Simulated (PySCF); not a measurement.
# C3H8BSi− (SMILES C#C[BH2-]C[SiH3]) at 4 levels

Aim: a comparison of 4 runs (HF/MINAO, HF/6-31+G**, HCTH407/dyall-v2z, MP2/jun-cc-pV(D+d)Z) of C3H8BSi−. The job is set up through a Python script.

The calculation is run with PySCF 2.14.0.

1 further run of the same task is left out (set aside as unsound or not needed).

## (1) The system as given

The species is C3H8BSi− (13 atoms), meant as a singlet with charge -1. As SMILES, `C#C[BH2-]C[SiH3]`. The coordinates come from a GFN2-xTB relaxation. This is one conformer, not always the lowest.

Bond lengths: C1–C2 1.204 Å, C2–B3 1.570 Å, B3–C4 1.678 Å, C4–Si5 1.865 Å, C1–H6 1.059 Å, B3–H7 1.223 Å, B3–H8 1.223 Å, C4–H9 1.098 Å, C4–H10 1.098 Å, Si5–H11 1.495 Å, Si5–H12 1.476 Å, Si5–H13 1.476 Å. Some angles: C1–C2–B3 179.5°, C2–B3–C4 107.4°, B3–C4–Si5 115.0°, C2–C1–H6 179.5°, C2–B3–H7 109.6°, C2–B3–H8 109.5°, C4–B3–H7 110.2°, C4–B3–H8 110.2°, B3–C4–H9 109.1°, B3–C4–H10 109.1°.

## (2) The stability of the SCF solution at HF/MINAO (density fitting with cc-pvtz-jkfit) (run 1)

The input, calc.py:

```python
from pyscf import gto

molecule = gto.Mole()
molecule.atom = '''
C       -2.282140       2.095380       1.020310
C       -1.534740       1.153940       0.951490
B       -0.551430      -0.065680       0.853090
C        0.319170       0.104920      -0.570740
Si       1.565960      -1.243180      -0.899530
H       -2.946340       2.918640       1.079260
H        0.205640      -0.059860       1.812970
H       -1.192370      -1.106860       0.833060
H       -0.380200       0.154280      -1.415150
H        0.838240       1.072170      -0.560780
H        2.325590      -1.070050      -2.175810
H        0.994980      -2.597300      -1.037230
H        2.637650      -1.356420       0.109070
'''
molecule.verbose = 4
molecule.max_memory = 1860
molecule.charge = -1
molecule.basis = 'minao'
molecule.build()

mf = molecule.RHF()
mf = mf.density_fit(auxbasis='cc-pvtz-jkfit')
mf.kernel()

etot = mf.e_tot
print('Final energy', etot)
mo_i, mo_e, stable_i, stable_e = mf.stability(internal=True, external=True, return_status=True)
print('stable: internal', stable_i, 'external', stable_e)
```

Launch:

```sh
$ OMP_NUM_THREADS=1 python calc.py
```

Output:

```text
PySCF version 2.14.0

[... 68 lines left out ...]
converged SCF energy = -431.467383795299
Final energy -431.4673837952988
[... 6 lines left out ...]
stable: internal True external True
```

It took 6.1 s on 1 thread of Intel Xeon at 2.50GHz (Skylake/Cascade Lake), shared host; peak memory 0.14 GiB.

## (3) The stability of the SCF solution at HF/6-31+G(d,p) (density fitting with cc-pvtz-jkfit, spherical functions) (run 2)

The input, input.py:

```python
from pyscf import gto

mol = gto.M(
    atom='''
C     -2.282140     2.095380     1.020310
C     -1.534740     1.153940     0.951490
B     -0.551430    -0.065680     0.853090
C      0.319170     0.104920    -0.570740
Si     1.565960    -1.243180    -0.899530
H     -2.946340     2.918640     1.079260
H      0.205640    -0.059860     1.812970
H     -1.192370    -1.106860     0.833060
H     -0.380200     0.154280    -1.415150
H      0.838240     1.072170    -0.560780
H      2.325590    -1.070050    -2.175810
H      0.994980    -2.597300    -1.037230
H      2.637650    -1.356420     0.109070
''',
    charge=-1,
    spin=0,
    basis='6-31+g**',
    verbose=4,
    max_memory=1860,
)

mf = mol.RHF()
mf = mf.density_fit(auxbasis='cc-pvtz-jkfit')
mf.conv_tol = 1e-07
mf.kernel()

e_final = mf.e_tot
print(f'total energy: {e_final:.8f} hartree')
mo_i, mo_e, stable_i, stable_e = mf.stability(internal=True, external=True, return_status=True)
print('stable: internal', stable_i, 'external', stable_e)
```

Launch:

```sh
$ OMP_NUM_THREADS=1 python input.py
```

Output:

```text
PySCF version 2.14.0

[... 64 lines left out ...]
converged SCF energy = -431.831663182168
total energy: -431.83166318 hartree
[... 6 lines left out ...]
stable: internal True external True
```

It took 95 s on 1 thread of Intel Xeon at 2.50GHz (Skylake/Cascade Lake), shared host; peak memory 0.23 GiB.

## (4) Localised orbitals at HCTH407/dyall-v2z (sfX2C, density fitting with def2-universal-jkfit) (run 3)

The input, job.py:

```python
import numpy
from pyscf import gto, dft, lo

mol = gto.Mole()
mol.atom = '''
C     -2.282140     2.095380     1.020310
C     -1.534740     1.153940     0.951490
B     -0.551430    -0.065680     0.853090
C      0.319170     0.104920    -0.570740
Si     1.565960    -1.243180    -0.899530
H     -2.946340     2.918640     1.079260
H      0.205640    -0.059860     1.812970
H     -1.192370    -1.106860     0.833060
H     -0.380200     0.154280    -1.415150
H      0.838240     1.072170    -0.560780
H      2.325590    -1.070050    -2.175810
H      0.994980    -2.597300    -1.037230
H      2.637650    -1.356420     0.109070
'''
mol.verbose = 4
mol.charge = -1
mol.spin = 0
mol.basis = 'dyall-v2z'
mol.max_memory = 1860
mol.build()

mf = dft.RKS(mol, xc='hcth407')
mf = mf.sfx2c1e()
mf = mf.density_fit(auxbasis='def2-universal-jkfit')
mf.kernel()

energy = mf.e_tot
print('E = %.10f Eh' % energy)
occ = mf.mo_coeff[:, 0:mol.nelec[0]]
loc = lo.ibo.ibo(mol, occ)
r1 = numpy.einsum('xij,ip,jp->px', mol.intor('int1e_r'), loc, loc)
spread = numpy.einsum('ij,ip,jp->p', mol.intor('int1e_r2'), loc, loc) - (r1 ** 2).sum(1)
centres = r1 * 0.529177
print('orbital  centre (A)  spread (bohr^2)')
for i, (c, s) in enumerate(zip(centres, spread), 1):
    print('%3d %9.4f %9.4f %9.4f %9.4f' % (i, *c, s))
```

Launch:

```sh
$ OMP_NUM_THREADS=1 python job.py
```

Output:

```text
PySCF version 2.14.0

[... 85 lines left out ...]
converged SCF energy = -434.199310366034
[... 1 line left out ...]
 Iterative localization: IB/P4/2x2, 9 iter; Final gradient 6.95e-10
[... 5 lines left out ...]
 23   -1.9548    1.6918    0.9900    5.1367
```

It took 1.9 min on 1 thread of Intel Xeon at 2.50GHz (Skylake/Cascade Lake), shared host; peak memory 0.8 GiB.

## (5) Energy and gradient at MP2/jun-cc-pV(D+d)Z (run 4)

The input, run.py:

```python
from pyscf import gto, scf, mp

molecule = gto.M(
    atom='''
C   -2.282140   2.095380   1.020310
C   -1.534740   1.153940   0.951490
B   -0.551430  -0.065680   0.853090
C    0.319170   0.104920  -0.570740
Si   1.565960  -1.243180  -0.899530
H   -2.946340   2.918640   1.079260
H    0.205640  -0.059860   1.812970
H   -1.192370  -1.106860   0.833060
H   -0.380200   0.154280  -1.415150
H    0.838240   1.072170  -0.560780
H    2.325590  -1.070050  -2.175810
H    0.994980  -2.597300  -1.037230
H    2.637650  -1.356420   0.109070
''',
    charge=-1,
    basis='jun-cc-pv(d+d)z',
    verbose=3,
    max_memory=1860,
)

hf = scf.RHF(molecule)
hf.diis = False
hf.max_cycle = 80
hf.kernel()

pt = mp.MP2(hf).run()
energy = pt.e_tot
print('E(%s) = %.9f' % ('MP2', energy))
grad = pt.nuc_grad_method().kernel()
hf.analyze()
```

Launch:

```sh
$ OMP_NUM_THREADS=1 python run.py
```

Output:

```text
converged SCF energy = -431.85120994107
[... 18 lines left out ...]
MO #7   energy= -4.07088353465668  occ= 2
[... 11 lines left out ...]
MO #19  energy= -0.262271279506124 occ= 2
[... 11 lines left out ...]
MO #31  energy= 0.20532632061853   occ= 0
[... 11 lines left out ...]
MO #43  energy= 0.361831925197222  occ= 0
[... 11 lines left out ...]
MO #55  energy= 0.594414883134105  occ= 0
[... 11 lines left out ...]
MO #67  energy= 0.890813902638195  occ= 0
[... 11 lines left out ...]
MO #79  energy= 1.18985027074505   occ= 0
[... 11 lines left out ...]
MO #91  energy= 1.45796531789028   occ= 0
[... 11 lines left out ...]
MO #103 energy= 1.87561597863347   occ= 0
[... 11 lines left out ...]
MO #115 energy= 2.22576118570843   occ= 0
[... 11 lines left out ...]
MO #127 energy= 2.76189810415181   occ= 0
[... 11 lines left out ...]
MO #139 energy= 3.8360745220504    occ= 0
[... 15 lines left out ...]
WARN: System has nonzero charge -1; the dipole moment is origin-dependent.
Location of origin: [0. 0. 0.]

Dipole moment(X, Y, Z, Debye):  1.79736,  0.11726, -2.70120
```

Wall time 3.3 min (1 thread of Intel Xeon at 2.50GHz (Skylake/Cascade Lake), shared host); peak memory 1.9 GiB.

## (6) The series

```csv
run,level,SCF convergence threshold,task,energy (Eh),HOMO energy (eV),LUMO energy (eV),HOMO–LUMO gap (eV),wall time
1,HF/MINAO (density fitting with cc-pvtz-jkfit),1e-09,stability,-431.467384,-6.66,9.98,16.64,6.1 s
2,"HF/6-31+G** (density fitting with cc-pvtz-jkfit, spherical functions)",1e-07,stability,-431.831663,-5.03,4.64,9.67,95 s
3,"HCTH407/dyall-v2z (sfX2C, density fitting with def2-universal-jkfit)",1e-09,localise,-434.199310,-1.24,3.93,5.17,1.9 min
4,MP2/jun-cc-pV(D+d)Z,1e-09,gradient,-432.521647,-5.03,3.74,8.78,3.3 min
```

## (7) Summary of results

```
                                                    quantity          value
                                         run 4: total energy  -432.52165 Eh
                  run 4: HOMO energy (Hartree–Fock orbitals)       -5.03 eV
                  run 4: LUMO energy (Hartree–Fock orbitals)        3.74 eV
run 4: HOMO–LUMO gap (to an unbound level, set by the basis)        8.78 eV
                                   run 4: correlation energy     -670.4 mEh
                             run 4: largest force on an atom     3.801 eV/Å
```

What this shows: Over runs 1, 2, 3 the HOMO–LUMO gap runs from 5.17 eV (HCTH407/dyall-v2z) to 16.64 eV (HF/MINAO). The two ends differ in method and basis and Hamiltonian. The empty levels of an anion lie above zero and hang on the basis. Some runs of one species differ in core potentials or relativity; totals across that change don't compare. In run 1 the basis is minimal, so the values are rough. All runs together took 6.9 min, the longest 3.3 min.
